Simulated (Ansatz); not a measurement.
**B₂H₅NSi: basis-set convergence**

The task here is to estimate one member of a computed series from the others.

Program: Ansatz 0.2.0, Gaussian basis. Level of theory: one geometry, several basis sets. These are calculated values, not measurements.

The runs, in order: PBE0-D4/def2-SVP; ωB97M-V/def2-SVP; PBE0-D4/def2-QZVPP; ωB97M-V/def2-QZVPP; the functionals' def2-TZVPP values are taken from earlier runs.

### Structure used throughout

An earlier PBE0-D4 in a triple-zeta def2 set relaxation fixed the geometry.

9 atoms, charge 0, spin multiplicity 1.

Atoms are counted from 1 here; the program's logs count them from 0.

Bond lengths: B1–N2 1.423 Å, B1–H5 1.197 Å, B1–H6 1.198 Å, N2–B3 1.404 Å, N2–Si4 1.781 Å, B3–Si4 1.927 Å, B3–H7 1.187 Å, Si4–H8 1.483 Å, Si4–H9 1.483 Å. Angles: N2–B1–H5 119.9°, N2–B1–H6 118.7°, H5–B1–H6 121.4°, B1–N2–B3 137.6°, B1–N2–Si4 149.1°, B3–N2–Si4 73.4°, N2–B3–Si4 62.3°, N2–B3–H7 134.4°, Si4–B3–H7 163.2°, N2–Si4–B3 44.3°, N2–Si4–H8 114.3°, N2–Si4–H9 114.3°, B3–Si4–H8 124.4°, B3–Si4–H9 124.4°, H8–Si4–H9 111.2°.

Set-up of the first run:

in.yaml

```yaml
crystal:
  periodic: [false, false, false]
  atoms:
    - {symbol: B, position_ang: [-0.882459, 1.310353, 0.309385]}
    - {symbol: N, position_ang: [0.001038, 0.226896, 0.043608]}
    - {symbol: B, position_ang: [1.384716, 0.026424, -0.087631]}
    - {symbol: Si, position_ang: [0.234271, -1.504371, -0.303688]}
    - {symbol: H, position_ang: [-2.063473, 1.120342, 0.350147]}
    - {symbol: H, position_ang: [-0.418537, 2.400431, 0.488221]}
    - {symbol: H, position_ang: [2.337244, 0.731989, -0.016787]}
    - {symbol: H, position_ang: [-0.171514, -2.408763, 0.799031]}
    - {symbol: H, position_ang: [-0.332785, -1.949600, -1.599387]}
basis:
  gaussian: {orbitals: def2-SVP}
hamiltonian: {xc: pbe0, dispersion: d4}
output: {orbitals: {seedname: orbitals}}
```

Run with:

```
$ ansatz run in.yaml --threads 2 --pin off --events-out ev --progress --plain --max-ram 4352MiB
```

Among the steps run: PBE0-D4 in def2-SVP; ωB97M-V in def2-SVP; PBE0-D4 in def2-QZVPP; ωB97M-V in def2-QZVPP.

One table of the session follows, with a row left open; its other results are not shown here.

| functional | basis | HOMO (eV) | LUMO (eV) |
| --- | --- | --- | --- |
| PBE0-D4 | def2-SVP | -7.30 | -1.96 |
| PBE0-D4 | def2-TZVPP | -7.27 | -2.01 |
| PBE0-D4 | def2-QZVPP | -7.27 | -2.02 |
| ωB97M-V | def2-SVP | -9.37 | 0.12 |
| ωB97M-V | def2-TZVPP | -9.38 | -0.02 |
| ωB97M-V | def2-QZVPP | ? | ? |

Estimate the missing values for ωB97M-V, def2-QZVPP.

**Answer.** HOMO (eV): -9.38; LUMO (eV): -0.06.
